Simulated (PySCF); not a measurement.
# C₅H₆F₂: geometry, spin-spin couplings

Wanted: the spin-spin couplings of C₅H₆F₂ (`C[C@@]1(F)CC=C1F`), by calculation.

Programs: PySCF 2.14.0, with density-fitted response routines of our own. Each step states its level of theory. These are calculated values for one molecule in the gas phase, unless marked as measured. Atoms count from 0, in the outputs and in this text.

### 1 Starting geometry

13 atoms, charge 0, multiplicity 1; geometry from: GFN2-xTB. The atoms were then displaced at random by about 0.01 Å, so the start is not that level's minimum.

Bonds of the start (Å): C0–C1 1.54, C1–F2 1.39, C1–C3 1.53, C3–C4 1.52, C4–C5 1.33, C5–F6 1.33, C5–C1 1.52, C0–H7 1.06, C0–H8 1.10, C0–H9 1.09, C3–H10 1.10, C3–H11 1.09, C4–H12 1.10.

### 2 Relaxing the molecule at PBE0-D3(BJ)/def2-SVP

Job settings and geometry (Å):

```
{"job": {"xc": "PBE0", "basis": "def2-SVP", "d3": "d3bj", "grid": 1, "shake": 0.01, "kind": "geom"}, "charge": 0, "multiplicity": 1}
C      1.627390    -0.195130     0.138470
C      0.248590     0.083980    -0.499630
F      0.394140     0.215380    -1.872770
C     -0.880370    -0.872000    -0.128470
C     -1.593040     0.325370     0.474010
C     -0.616290     1.159600     0.126110
F     -0.380540     2.456890     0.289060
H      2.049690    -1.075150    -0.283340
H      1.498470    -0.266380     1.229820
H      2.272240     0.658880    -0.072600
H     -1.426590    -1.294030    -0.985350
H     -0.641200    -1.668390     0.575000
H     -2.546680     0.454110     0.999360
```

The run is started by

```bash
$ OMP_NUM_THREADS=1 python probes_run.py task.json out
```

One launch serves the whole session: the jobs run in the order shown.

The log of the run:

```text
step   0  E = -393.06196018  max force = 0.032440
step   1  E = -393.06387840  max force = 0.007235
step   2  E = -393.06530513  max force = 0.003565
step   3  E = -393.06559347  max force = 0.002798
step   4  E = -393.06566627  max force = 0.001423
step   5  E = -393.06570267  max force = 0.000606
step   6  E = -393.06572299  max force = 0.000419
step   7  E = -393.06573528  max force = 0.000223
optimisation converged
```

Wall time 55 s (1 thread of Arm Neoverse V1, shared host); peak memory 0.51 GiB.

Along the way:

```csv
step,energy from step 0 (eV),largest force component (eV/Å)
0,0.0000,1.6681
1,-0.0522,0.3720
2,-0.0910,0.1833
3,-0.0989,0.1439
4,-0.1008,0.0732
5,-0.1018,0.0312
6,-0.1024,0.0215
7,-0.1027,0.0115
```

Distances of close pairs at the start and the end, largest changes first:

```csv
bond,before (Å),after (Å),change (Å)
C0–H7,1.063,1.100,+0.037
C0–C1,1.545,1.508,-0.037
C1–C3,1.525,1.560,+0.035
C3–H11,1.089,1.102,+0.013
C5–F6,1.329,1.316,-0.013
C1–C5,1.515,1.504,-0.011
C1–F2,1.387,1.378,-0.009
C0–H9,1.091,1.100,+0.009
```

The next job starts from the end point, and lists it.

```csv
at the end point,value
point group (found at 0.08 Å tolerance),C1
"rotational constants (GHz, main isotopes)","3.477, 2.563, 2.098"
dipole moment (D),2.09
```

### 3 Spin-spin couplings: B3LYP/6-31G*

Job settings and geometry (Å):

```
{"job": {"kind": "j", "xc": "B3LYP", "basis": "6-31G*"}, "charge": 0, "multiplicity": 1}
C      1.532913     0.233201     0.445194
C      0.340645     0.009796    -0.450932
F      0.793024    -0.185270    -1.737658
C     -0.709285    -1.054827    -0.005517
C     -1.704063     0.086643     0.094059
C     -0.808547     0.974358    -0.344661
F     -0.831732     2.271746    -0.562802
H      2.219626    -0.622548     0.367202
H      1.219900     0.347565     1.492439
H      2.071076     1.141231     0.136256
H     -0.905736    -1.788592    -0.801706
H     -0.472334    -1.579815     0.934519
H     -2.738842     0.145275     0.432528
```

Method: B3LYP/6-31G* indirect spin-spin coupling, non-relativistic, gas phase.

The log of the run:

```text
coarse grid: 11328 points
cycle   1  E = -393.6920074501  dE =  9.939e-01  |g| = 7.179e-01  |ddm| = 3.449e+00
cycle   2  E = -393.6080163194  dE =  8.399e-02  |g| = 1.026e+00  |ddm| = 1.358e+00
cycle   3  E = -393.7829744580  dE = -1.750e-01  |g| = 1.172e-01  |ddm| = 8.229e-01
cycle   4  E = -393.7860870004  dE = -3.113e-03  |g| = 3.099e-02  |ddm| = 1.470e-01
cycle   5  E = -393.7862869645  dE = -2.000e-04  |g| = 1.329e-02  |ddm| = 3.696e-02
cycle   6  E = -393.7863260647  dE = -3.910e-05  |g| = 4.151e-03  |ddm| = 1.505e-02
cycle   7  E = -393.7863301101  dE = -4.045e-06  |g| = 9.506e-04  |ddm| = 4.524e-03
final grid: 111480 points
cycle   8  E = -393.7548226566  dE = -1.544e-05  |g| = 8.491e-03  |ddm| = 2.547e-02
cycle   9  E = -393.7548023879  dE =  2.027e-05  |g| = 1.351e-02  |ddm| = 1.774e-02
cycle  10  E = -393.7548372439  dE = -3.486e-05  |g| = 1.093e-03  |ddm| = 1.131e-02
cycle  11  E = -393.7548375124  dE = -2.684e-07  |g| = 2.319e-04  |ddm| = 1.151e-03
cycle  12  E = -393.7548375215  dE = -9.116e-09  |g| = 1.320e-04  |ddm| = 2.983e-04
cycle  13  E = -393.7548375256  dE = -4.075e-09  |g| = 1.738e-05  |ddm| = 1.215e-04
cycle  14  E = -393.7548375256  dE = -6.889e-11  |g| = 6.961e-06  |ddm| = 2.634e-05
converged SCF energy = -393.7548375256

Indirect spin-spin couplings (Hz)
  i      j    bonds     total        FC       PSO       DSO        SD
  0 C    1 C    1     55.441    56.057    -0.911     0.295         -
  0 C    2 F    2     24.040    26.112    -2.322     0.005     0.244
  0 C    3 C    2      0.106     0.193    -0.097     0.010         -
  0 C    4 C    3      3.741     3.636     0.159    -0.054         -
  0 C    5 C    2     -2.441    -2.421    -0.066     0.046         -
  0 C    6 F    3     -3.546    -3.321    -0.013    -0.066    -0.147
  0 C    7 H    1    145.757   144.135     0.821     0.801         -
  0 C    8 H    1    142.179   140.505     0.867     0.807         -
  0 C    9 H    1    145.549   143.929     0.811     0.809         -
  0 C   10 H    3      0.143     0.268     0.207    -0.331         -
  0 C   11 H    3      1.974     1.897    -0.056     0.133         -
  0 C   12 H    4      1.381     1.485     0.242    -0.346         -
  1 C    2 F    1   -221.265  -254.642    17.172     1.181    15.025
  1 C    3 C    1     50.236    49.769     0.157     0.311         -
  1 C    4 C    2      4.266     4.242    -0.052     0.076         -
  1 C    5 C    1     68.666    69.210    -0.942     0.398         -
  1 C    6 F    2     24.355    20.980     0.061    -0.018     3.332
  1 C    7 H    2     -5.516    -5.445    -0.192     0.121         -
  1 C    8 H    2      2.446     2.441    -0.128     0.134         -
  1 C    9 H    2     -5.258    -5.189    -0.197     0.128         -
  1 C   10 H    2     -4.613    -4.826     0.116     0.098         -
  1 C   11 H    2     -2.552    -2.662     0.037     0.073         -
  1 C   12 H    3     12.637    12.910     0.187    -0.459         -
  2 F    3 C    2     22.973    21.142     0.579     0.014     1.238
  2 F    4 C    3     17.584    17.072     1.507    -0.255    -0.740
  2 F    5 C    2     15.705    16.333    -1.817     0.159     1.030
  2 F    6 F    3     -8.205    -8.169     0.992    -0.414    -0.613
  2 F    7 H    3      5.407     5.305     0.381     0.093    -0.373
  2 F    8 H    3     36.260    38.208     0.029    -1.906    -0.071
  2 F    9 H    3      4.299     3.980     0.680    -0.004    -0.357
  2 F   10 H    3      5.034     4.579     0.093     0.595    -0.232
  2 F   11 H    3      2.469     2.597     1.221    -1.417     0.068
  2 F   12 H    4      3.042     2.689     1.226    -1.546     0.673
  3 C    4 C    1     52.832    53.169    -0.569     0.233         -
  3 C    5 C    2      5.985     5.633     0.256     0.096         -
  3 C    6 F    3     15.597    19.284    -3.856    -0.398     0.567
  3 C    7 H    3      2.881     2.908    -0.023    -0.005         -
  3 C    8 H    3      0.801     0.738    -0.038     0.100         -
  3 C    9 H    3      8.236     8.397     0.248    -0.409         -
  3 C   10 H    1    166.648   165.256     0.407     0.985         -
  3 C   11 H    1    154.954   153.490     0.499     0.965         -
  3 C   12 H    2      2.679     2.869     0.184    -0.374         -
  4 C    5 C    1     94.689   101.622    -7.234     0.301         -
  4 C    6 F    2      7.626    27.168   -28.545    -0.304     9.306
  4 C    7 H    4      0.574     0.686     0.243    -0.354         -
  4 C    9 H    4     -0.562    -0.483     0.275    -0.354         -
  4 C   10 H    2     -6.838    -6.818     0.112    -0.133         -
  4 C   11 H    2     -5.539    -5.529     0.135    -0.145         -
  4 C   12 H    1    176.373   175.690    -0.240     0.924         -
  5 C    6 F    1   -260.972  -238.432   -18.937     1.099    -4.702
  5 C    7 H    3      7.381     7.497     0.222    -0.338         -
  5 C    8 H    3      0.231     0.118    -0.097     0.211         -
  5 C    9 H    3      4.234     4.213    -0.084     0.105         -
  5 C   10 H    3      9.656     9.790     0.082    -0.216         -
  5 C   11 H    3     14.643    14.813     0.113    -0.282         -
  5 C   12 H    2     -4.810    -3.601    -0.815    -0.394         -
  6 F    7 H    4     -1.180    -0.456     0.601    -1.334     0.010
  6 F    8 H    4     -0.508    -0.150     0.295    -0.285    -0.369
  6 F    9 H    4      0.261     0.287    -0.289     0.365    -0.101
  6 F   10 H    4     10.315    12.631    -0.635    -1.513    -0.168
  6 F   11 H    4     14.406    16.722    -0.555    -1.547    -0.214
  6 F   12 H    3    -12.260    -5.800    -4.884    -0.941    -0.636
  7 H    8 H    2    -15.646   -14.642     1.185    -2.189         -
  7 H    9 H    2    -15.227   -14.286     1.179    -2.120         -
  7 H   12 H    5     -1.029    -0.463     0.880    -1.445         -
  8 H    9 H    2    -15.608   -14.636     1.150    -2.123         -
  8 H   10 H    4     -0.240     0.344     0.884    -1.468         -
  8 H   11 H    4      0.526     0.134    -0.908     1.300         -
  8 H   12 H    5     -0.529    -0.203     0.385    -0.712         -
  9 H   10 H    4      0.353     1.044     1.095    -1.787         -
  9 H   11 H    4     -0.293     0.298     0.875    -1.467         -
  9 H   12 H    5     -0.569     0.004     0.859    -1.433         -
 10 H   11 H    2    -12.554   -11.720     1.165    -2.000         -
 10 H   12 H    3      0.797     1.433     0.683    -1.320         -
 11 H   12 H    3      0.911     1.474     0.582    -1.146         -
```

Run time: 17 s. Hardware: 1 thread of Arm Neoverse V1, shared host; peak memory 0.64 GiB.

This basis has no tight s functions, so the Fermi-contact terms are rough.

Beyond four bonds or across contacts, the largest of 1 Hz or more: H7–H12 -1.0 Hz.

A choice of the couplings up to four bonds, sorted by the number of bonds, with means over like pairs; isotopes 13C, 19F, 1H:

```csv
pair,bonds,J (Hz),Fermi contact (Hz),dihedral (°)
C5–F6,1,-261.0,-238.4,–
C1–F2,1,-221.3,-254.6,–
C4–H12,1,176.4,175.7,–
C3–H10,1,166.6,165.3,–
C3–H11,1,155.0,153.5,–
C0–H7,1,144.5,142.9,–
C4–C5,1,94.7,101.6,–
C1–C5,1,68.7,69.2,–
C0–C1,1,55.4,56.1,–
C1–F6,2,24.4,21.0,–
C0–F2,2,24.0,26.1,–
F2–C3,2,23.0,21.1,–
F2–C5,2,15.7,16.3,–
H7–H8,2,-15.5,-14.5,–
H10–H11,2,-12.6,-11.7,–
C4–F6,2,7.6,27.2,–
C4–H10,2,-6.8,-6.8,–
C3–C5,2,6.0,5.6,–
F2–C4,3,17.6,17.1,–
C3–F6,3,15.6,19.3,–
F2–H7,3,15.3,15.8,–
C5–H11,3,14.6,14.8,–
C1–H12,3,12.6,12.9,–
F6–H12,3,-12.3,-5.8,-1
C5–H10,3,9.7,9.8,–
F2–F6,3,-8.2,-8.2,-68
F2–H10,3,5.0,4.6,0
F6–H11,4,14.4,16.7,–
F6–H10,4,10.3,12.6,–
F2–H12,4,3.0,2.7,–
C0–H12,4,1.4,1.5,–
```

Means hide unlike values in this fixed geometry: F2–H7 from 4.3 to 36.3 Hz. They hold only if the pairs exchange fast.

The spin-dipole term was solved for some atoms only; pairs without it lack that part.

### 4 What came out

| quantity | value |
| --- | --- |
| point group | C1 |
| rotational constants (main isotopes) | 3.48, 2.56, 2.10 GHz |
| largest coupling of the table (B3LYP/6-31G*) | 1J(C,F) C5–F6, -261.0 Hz |

What this shows: The start of the PBE0/def2-SVP relaxation was shaken at random by about 0.01 Å, so part of the energy gained, and of the first lengths quoted, undoes that. The optimisation took 7 steps and gained 0.103 eV; among the close pairs (by a distance rule), C0–H7 changed most, from 1.063 to 1.100 Å. In the run at B3LYP/6-31G*, the largest coupling of the table is C5–F6, -261.0 Hz, of which the Fermi-contact term gives -238.4 Hz. Couplings across rotatable bonds belong to this one conformer; where others are populated, the observed values are averages. Density functionals describe couplings to fluorine poorly, F–F couplings above all, so those rows are rough. Couplings from bases without tight functions are rough.
